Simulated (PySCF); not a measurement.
# HfHF: singlet, from a bent start

Aim: relax HfHF as a singlet from a bent start, check by its vibrations whether the end is a minimum, and collect its spectrum and constants.

The runs use PySCF 2.14.0; PBE0, basis Hf def2-TZVP with ECP60, H def2-TZVP, F def2-TZVP, scalar-relativistic core potentials, no spin–orbit coupling, density fitting.

**1. Starting geometry**

3 atoms, charge 0, spin multiplicity 1.

Bond lengths: Hf1–H2 1.840 Å, Hf1–F3 2.160 Å. Angles: H2–Hf1–F3 110.0°.

```xyz
3
charge 0 multiplicity 1
Hf    0.0000    0.0000    0.0000
H    -1.5072    0.0000    1.0554
F     1.7694    0.0000    1.2389
```

**2. Finding the electronic state**

One driver script runs all steps and calls PySCF; scf.py shows how it sets up the SCF of each step. The optimiser is the driver's own. After this first run the driver tries any further starts and a stability analysis.

Input file scf.py:

```python
from pyscf import gto, scf, dft
mol = gto.M(atom='''
Hf     0.000000     0.000000     0.000000
H     -1.507200     0.000000     1.055400
F      1.769400     0.000000     1.238900''',
    basis={'Hf': 'def2-TZVP', 'H': 'def2-TZVP', 'F': 'def2-TZVP'},
    ecp={'Hf': 'def2-TZVP'},
    charge=0, spin=0)
mf = dft.RKS(mol, xc='PBE0')
mf.grids.atom_grid = (50, 194)
aux = {'Hf': 'def2-universal-JKFIT', 'H': 'def2-universal-JKFIT', 'F': 'def2-universal-JKFIT'}
mf = mf.density_fit(auxbasis=aux)
mf.conv_tol = 1e-08
mf.diis_space = 10
mf.max_cycle = 60
mf.init_guess = 'minao'
mf.verbose = 4
mf.kernel()
```

The run is started by

```
$ OMP_NUM_THREADS=2 python axn.py task.json out
```

Log:

```text
init E= -130.324646419177
  HOMO = -0.314552349306254  LUMO = -0.28546132436714  gap/eV = 0.79161
cycle= 1 E= -148.244586428445  delta_E= -17.9  |g|= 0.676  |ddm|=  4.7
  HOMO = -0.172355888183379  LUMO = -0.0859250631400823  gap/eV = 2.35190
cycle= 2 E= -147.667877901176  delta_E= 0.577  |g|= 1.96  |ddm|= 1.45
  HOMO = -0.174890680074302  LUMO = -0.0680717882526853  gap/eV = 2.90669
cycle= 3 E= -148.325595426817  delta_E= -0.658  |g|= 0.168  |ddm|= 0.865
  HOMO = -0.211887228058508  LUMO = -0.114833636081096  gap/eV = 2.64096
cycle= 4 E= -148.332765926723  delta_E= -0.00717  |g|= 0.0843  |ddm|= 0.409
  HOMO = -0.206293322773188  LUMO = -0.10446829758353  gap/eV = 2.77080
cycle= 5 E= -148.33447843684  delta_E= -0.00171  |g|= 0.0158  |ddm|= 0.117
  HOMO = -0.205400061857492  LUMO = -0.103298192342474  gap/eV = 2.77833
cycle= 6 E= -148.334540777293  delta_E= -6.23e-05  |g|= 0.00291  |ddm|= 0.016
  HOMO = -0.205598750074277  LUMO = -0.103496608007867  gap/eV = 2.77834
cycle= 7 E= -148.334544310307  delta_E= -3.53e-06  |g|= 0.000927  |ddm|= 0.0059
  HOMO = -0.205652160467846  LUMO = -0.103559934910266  gap/eV = 2.77807
cycle= 8 E= -148.334545163454  delta_E= -8.53e-07  |g|= 0.000298  |ddm|= 0.00307
  HOMO = -0.205665786323134  LUMO = -0.103571652539278  gap/eV = 2.77812
cycle= 9 E= -148.334545513168  delta_E= -3.5e-07  |g|= 0.000164  |ddm|= 0.00267
  HOMO = -0.20565164007073  LUMO = -0.103551257075928  gap/eV = 2.77829
cycle= 10 E= -148.334545578888  delta_E= -6.57e-08  |g|= 7.98e-05  |ddm|= 0.00121
  HOMO = -0.205655412785223  LUMO = -0.103555035675316  gap/eV = 2.77829
cycle= 11 E= -148.334545587121  delta_E= -8.23e-09  |g|= 1.31e-05  |ddm|= 0.000474
  HOMO = -0.20565502654383  LUMO = -0.103554346039735  gap/eV = 2.77830
Extra cycle  E= -148.334545587355  delta_E= -2.33e-10  |g|= 7.31e-06  |ddm|= 4.87e-05
converged SCF energy = -148.334545587355
```

This step, with its further starts and checks, needed 3.5 s of wall time on 2 threads of Arm Neoverse V2, shared host.

Energies from each starting density:

```csv
start,energy (Eh)
the minimal-basis guess,-148.334546
a thermally smeared density,-148.334546
a smeared PBE density,-148.334546
```

The test of internal stability and the other starts found no lower closed-shell solution.

**3. Relaxing the singlet from the bent start**

The program finds Cs symmetry in the start, which this walk keeps. Threshold on the gradient: 0.0003 Eh/bohr, with a further test on the energy change.

scf.py: that of step 2 with these lines changed.

```diff
@@ -3,3 +3,3 @@
-Hf     0.000000     0.000000     0.000000
-H     -1.507200     0.000000     1.055400
-F      1.769400     0.000000     1.238900''',
+Hf    -0.160522     0.000000    -0.123033
+H     -1.667722     0.000000     0.932367
+F      1.608878     0.000000     1.115867''',
@@ -16 +15,0 @@
-mf.init_guess = 'minao'
```

Steps of the walk:

```csv
step,energy (Eh),change (kJ/mol),largest symmetric gradient (Eh/bohr)
0,-148.334546,0.00,0.06228
1,-148.359177,-64.67,0.03326
2,-148.362941,-74.55,0.01200
3,-148.363390,-75.73,0.00451
4,-148.363440,-75.86,0.00083
5,-148.363450,-75.89,0.00073
6,-148.363457,-75.91,0.00013
7,-148.363457,-75.91,0.00002
```

The walk took 8.2 s.

It settles in Cs symmetry, 75.9 kJ/mol below the start, after 7 steps: Hf–F 1.872 Å, Hf–H 1.830 Å; F–Hf–H 118.9°.

**4. Is it a minimum? Harmonic modes**

The point is checked on the finer grid, and tightened if its gradient asks for it. The Hessian and the dipole derivatives come from central differences of analytic gradients, with steps of 0.02 bohr.

scf.py: that of step 3 with these lines changed.

```diff
@@ -3,3 +3,3 @@
-Hf    -0.160522     0.000000    -0.123033
-H     -1.667722     0.000000     0.932367
-F      1.608878     0.000000     1.115867''',
+Hf    -0.141828     0.000000    -0.101666
+H     -1.744510     0.000000     0.782535
+F      1.437153     0.000000     0.902721''',
@@ -10 +10 @@
-mf.grids.atom_grid = (50, 194)
+mf.grids.atom_grid = (75, 302)
@@ -13 +13 @@
-mf.conv_tol = 1e-08
+mf.conv_tol = 1e-10
```

This SCF starts from the last density.

Log of the central SCF (cycles and frontier levels):

```text
init E= -148.363670984883
  HOMO = -0.193307346494443  LUMO = -0.0887293994650663  gap/eV = 2.84571
cycle= 1 E= -148.363670984885  delta_E= -1.28e-12  |g|= 1.05e-06  |ddm|= 6.03e-06
  HOMO = -0.193307328788006  LUMO = -0.0887293308487281  gap/eV = 2.84571
Extra cycle  E= -148.363670984887  delta_E= -2.61e-12  |g|= 1.25e-06  |ddm|= 3.73e-06
converged SCF energy = -148.363670984887
```

The whole step took 20 s.

Geometry: Cs; Hf–F 1.871 Å, Hf–H 1.830 Å; F–Hf–H 118.7°.

Harmonic modes (main isotopes):

| symmetry | ω (cm⁻¹) | IR (km/mol) | μ (u) | type |
| --- | --- | --- | --- | --- |
| a' | 362 | 5.2 | 1.10 | bend |
| a' | 672 | 79.1 | 14.16 | stretch |
| a' | 1727 | 214 | 1.01 | stretch |

No imaginary mode, so this is a minimum.

Constants and moments:

| Item | Value |
| --- | --- |
| Dipole moment | 1.28 D |
| Highest occupied level | -5.26 eV |
| Lowest empty level | -2.41 eV |
| Rotational constants | 6.643, 0.2748, 0.2639 cm⁻¹ |
| Zero-point energy | 16.5 kJ/mol |
| Principal polarisabilities | 57.7, 71.6, 84.2 bohr³ |
| Atomisation energy without zero-point energy | 903 kJ/mol |
| Principal traceless quadrupole moments about the centre of mass | -2.07, 0.92, 1.15 D Å |
| Entropy at 298.15 K and 1 bar | 267.8 J/(mol K) |
| Heat capacity Cp at 298.15 K | 43.6 J/(mol K) |
| Enthalpy at 298.15 K above 0 K | 11.16 kJ/mol |
| Rotational symmetry number | 1 |

Charges (e) and bond orders:

```csv
atom,Mulliken,Löwdin,polar tensor,Mayer order to Hf1
Hf1,0.53,0.38,0.70,–
H2,-0.16,-0.18,-0.22,0.96
F3,-0.38,-0.20,-0.48,1.07
```

Outer orbital energies (eV). occupied: -37.49, -37.43, -31.80, -12.99, -12.49, -12.43, -8.90, -5.26; empty: -2.41, -2.37, -1.68, -1.36.

Mulliken populations on Hf1 (outside its core potential): s 3.54, p 6.31, d 1.55, f 0.06.

**5. A spin-polarised start**

A stability analysis found the closed shell of the lowest minimum unstable towards spin polarisation, so the unrestricted solution is followed.

The program finds Cs symmetry in the start, which may break. Threshold on the gradient: 0.0003 Eh/bohr, with a further test on the energy change.

scf.py: that of step 4 with these lines changed.

```diff
@@ -3,3 +3,3 @@
-Hf    -0.141828     0.000000    -0.101666
-H     -1.744510     0.000000     0.782535
-F      1.437153     0.000000     0.902721''',
+Hf    -0.141948     0.000000    -0.099888
+H     -1.744629     0.000000     0.784313
+F      1.437033     0.000000     0.904499''',
@@ -9,2 +9,2 @@
-mf = dft.RKS(mol, xc='PBE0')
-mf.grids.atom_grid = (75, 302)
+mf = dft.UKS(mol, xc='PBE0')
+mf.grids.atom_grid = (50, 194)
@@ -13 +13 @@
-mf.conv_tol = 1e-10
+mf.conv_tol = 1e-08
```

Steps of the walk:

```csv
step,energy (Eh),change (kJ/mol),largest gradient (Eh/bohr)
0,-148.368683,0.00,0.00431
1,-148.368762,-0.21,0.00179
2,-148.368795,-0.29,0.00113
3,-148.368809,-0.33,0.00096
4,-148.368813,-0.34,0.00045
5,-148.368814,-0.34,0.00028
```

The walk took 6.9 s.

Geometry (Å) and forces (eV/Å) at some steps:

```
step 0
Hf  -0.142   0.000  -0.100  -0.071   0.000  -0.167
H   -1.745   0.000   0.784  -0.150   0.000   0.054
F    1.437   0.000   0.904   0.221   0.000   0.113
step 1
Hf  -0.143   0.000  -0.099   0.047   0.000  -0.018
H   -1.753   0.000   0.783  -0.092   0.000   0.020
F    1.446   0.000   0.905   0.045   0.000  -0.002
step 3
Hf  -0.140   0.000  -0.088   0.021   0.000   0.049
H   -1.772   0.000   0.778   0.009   0.000  -0.016
F    1.463   0.000   0.899  -0.030   0.000  -0.034
step 5
Hf  -0.140   0.000  -0.082  -0.015   0.000   0.004
H   -1.777   0.000   0.775   0.010   0.000  -0.004
F    1.468   0.000   0.896   0.005   0.000  -0.001
```

End point (Cs, 5 steps, 0.3 kJ/mol gained): Hf–F 1.882 Å, Hf–H 1.848 Å; F–Hf–H 121.1°.

**6. Vibrations and properties at this point**

The same treatment as at the point before.

scf.py: that of step 5 with these lines changed.

```diff
@@ -3,3 +3,3 @@
-Hf    -0.141948     0.000000    -0.099888
-H     -1.744629     0.000000     0.784313
-F      1.437033     0.000000     0.904499''',
+Hf    -0.144690     0.000000    -0.099769
+H     -1.778235     0.000000     0.760675
+F      1.460149    -0.000000     0.881917''',
@@ -10 +10 @@
-mf.grids.atom_grid = (50, 194)
+mf.grids.atom_grid = (75, 302)
@@ -13 +13 @@
-mf.conv_tol = 1e-08
+mf.conv_tol = 1e-10
```

SCF at the final geometry:

```text
init E= -148.36901424157
[... the frontier-level lines of each cycle are left out ...]
cycle= 1 E= -148.369014241576  delta_E= -5.83e-12  |g|= 4.78e-07  |ddm|= 4.18e-06
Extra cycle  E= -148.369014241575  delta_E= 8.81e-13  |g|= 4.19e-07  |ddm|= 2.62e-06
converged SCF energy = -148.369014241575  <S^2> = 0.62791439  2S+1 = 1.8739417
```

The whole step needed 34 s of wall time on 2 threads of Arm Neoverse V2, shared host.

Geometry: Cs; Hf–F 1.881 Å, Hf–H 1.846 Å; F–Hf–H 120.8°.

Harmonic modes (main isotopes):

| ω (cm⁻¹) | IR (km/mol) |
| --- | --- |
| 366 | 10.0 |
| 657 | 92.8 |
| 1693 | 272 |

All wavenumbers are real: a minimum.

Here the density breaks the symmetry of the frame, and no labels are given.

Properties at this point:

```yaml
Dipole_moment: 1.51 D
Highest_occupied_level: -5.39 eV
Lowest_empty_level: -2.02 eV
Rotational_constants: 6.825, 0.2713, 0.2609 cm⁻¹
Zero-point_energy: 16.2 kJ/mol
Principal_polarisabilities: 53.4, 70.6, 82.4 bohr³
Atomisation_energy_without_zero-point_energy: 917 kJ/mol
Principal_traceless_quadrupole_moments_about_the_centre_of_mass: -3.48, 1.29, 2.20 D Å
Entropy_at_298.15_K_and_1_bar: 267.8 J/(mol K)
Heat_capacity_Cp_at_298.15_K: 43.7 J/(mol K)
Enthalpy_at_298.15_K_above_0_K: 11.17 kJ/mol
Rotational_symmetry_number: 1
Spin_squared_⟨S²⟩: 0.628
```

Charges (e) and bond orders:

| atom | Mulliken | Löwdin | polar tensor | spin (Mulliken) | Mayer order to Hf1 |
| --- | --- | --- | --- | --- | --- |
| Hf1 | 0.57 | 0.40 | 0.77 | 0.00 | – |
| H2 | -0.17 | -0.18 | -0.26 | 0.00 | 0.95 |
| F3 | -0.40 | -0.22 | -0.51 | 0.00 | 1.04 |

Mulliken populations on Hf1 (outside its core potential): s 3.31, p 6.32, d 1.74, f 0.06.

**7. The points found, side by side**

| spin | group | bonds | imaginary modes (cm⁻¹) | ΔE (kJ/mol) | with zero-point energy |
| --- | --- | --- | --- | --- | --- |
| broken-symmetry (Ms = 0) | Cs (density of lower symmetry) | Hf–F 1.881 Å, Hf–H 1.846 Å | none | 0.0 | 0.0 |
| singlet | Cs | Hf–F 1.871 Å, Hf–H 1.830 Å | none | 14.0 | 14.3 |

**8. Results**

```
                                          quantity                                      value
                                           minimum               broken-symmetry (Ms = 0), Cs
                                          geometry  Hf–F 1.881 Å, Hf–H 1.846 Å; F–Hf–H 120.8°
                                wavenumbers (cm⁻¹)                             366, 657, 1693
                                     dipole moment                                     1.51 D
highest occupied, lowest empty level (either spin)                            -5.39, -2.02 eV
                        polar-tensor charge of Hf1                                    +0.77 e
                                 zero-point energy                                16.2 kJ/mol
                               entropy at 298.15 K                            267.8 J/(mol K)
         atomisation energy (no zero-point energy)                                 917 kJ/mol
                                              ⟨S²⟩                                      0.628
```

The bent start keeps its Cs symmetry and ends in a minimum. The determinant is spin-contaminated (⟨S²⟩ = 0.63 against 0.00), so it is no pure spin state. The strongest infrared band lies at 1693 cm⁻¹ (stretch). Only this shape and spin were tried, so other structures or states may lie lower. The SCF density has lower symmetry than the nuclear frame. With an element this heavy the missing spin–orbit coupling can shift these numbers.

The search up to here took 75 s.
